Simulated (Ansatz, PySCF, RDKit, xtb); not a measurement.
# Which structure has the formula AlSiH3OF2?

Task: start from the formula AlSiH3OF2, draw up candidate structures, narrow them down in stages, and characterise the one that lies lowest at 298.15 K.

The funnel: GFN2-xTB relaxations, single points with a density functional, relaxations at PBE0-D3(BJ)/def2-SVP, harmonic vibrations, and a last energy at a higher level. All values are calculated.

8 further runs of the same task are left out: 1 that didn't finish, 7 set aside as unsound or not needed.

## Step 1: Possible bonding patterns

A program enumerates the bonding patterns with one Lewis structure each (two rings at most, one unusual centre or charged pair), with their diastereomers. O–O, O–halogen and N–halogen bonds and N–N–N chains are not drawn. That gives 26 candidates.

c015 O[SiH+][AlH-]([F])[F]; c141 [OH][Al-]([F])([F])[SiH2+]; c153 [F][AlH2-]/[O+]=[SiH]/F; c167 [F][AlH-]([F])[O+]=[SiH2]; c251 [OH][AlH2-][Si+](F)F; c289 [OH2+][Si-](F)[AlH][F]; c422 [F][Al]([F])[OH+][SiH2-]; c436 O[Si@H](F)[AlH][F]; c455 F[Si-](F)[OH+][AlH2]; c462 [F][Al@H-]1[OH+][Si@@H]1F; c514 [OH][Al]([F])[SiH2]F; c563 O[SiH2][Al]([F])[F]; c579 F[Si](F)=[O+][AlH3-]; c584 [OH2+][SiH-][Al]([F])[F]; c642 [F][AlH2-]/[O+]=[SiH]\F; c656 [F][Al-]1([F])[OH+][SiH2]1; c710 O[Si](F)(F)[AlH2]; c743 [F][AlH][OH+][SiH-]F; c779 [OH][AlH][SiH](F)F; c857 F[Si]1(F)[OH+][AlH2-]1; c860 [OH][Al@H-]([F])[SiH+]F; c883 [F][Al@@H-]1[OH+][Si@@H]1F; c890 O[Si+](F)[AlH2-][F]; c970 F[SiH](F)[O][AlH2]; c985 [F][Al]([F])[O][SiH3]; c993 [F][AlH][O][SiH2]F.

Candidates are built by distance geometry, with a force field where one applies, in up to four conformers (letters a to d). 6 starts with atoms placed at random are added, to find patterns that the rules miss.

**Question.** With final energies at CCSD(T)/def2-SVP + MP2/def2-TZVPP - MP2/def2-SVP, which structure will this search put lowest in free energy, and by what margin?

| quantity | value |
| --- | --- |
| lowest structure found | [F][Al]([F])[O][SiH3], singlet, C1 |
| next finalist | [F][AlH][O][SiH2]F, singlet, 4.4 kcal/mol higher in G |
| share at equilibrium, among the finalists | 99.9 % |
| harmonic wavenumbers, lowest and highest (PBE0-D3(BJ)/def2-SVP) | 5 and 2244 cm⁻¹ |
| rotational constants, same geometry | 0.2066, 0.0494, 0.04043 cm⁻¹ |
| dipole moment (PBE0/def2-TZVPD) | 1.46 D |
| HOMO energy (PBE0/def2-TZVPD) | -9.18 eV |
| LUMO energy (PBE0/def2-TZVPD) | -1.50 eV |
| HOMO–LUMO gap (PBE0/def2-TZVPD) | 7.68 eV |
| lowest excitation (TD-CAM-B3LYP/def2-SVPD) | 6.84 eV (f = 0.005) |
| strongest of the states computed, same level | 8.75 eV (f = 0.102) |
| lowest triplet excitation, same level, Tamm-Dancoff | 6.57 eV |
| vertical ionisation energy | 11.43 eV |
| vertical electron affinity | 0.17 eV |
| vertical triplet less singlet | +6.42 eV |

The lowest structure found is `[F][Al]([F])[O][SiH3]`. Among the finalists first place is clear (4.4 kcal/mol); structures outside the list aren't covered. HF/STO-3G, r2SCAN-D4/def2-SVP, PBE0-D3(BJ)/def2-SVP, HF/def2-SVP and MP2/def2-SVP already put its bonding pattern lowest among the structures in one piece; GFN2-xTB favours the singlet [F][AlH][O][SiH2]F. The search is not exhaustive (a finite list of starts, one conformer a finalist), so a lower isomer can't be ruled out. Patterns outside the rules of the enumeration were met only by chance.
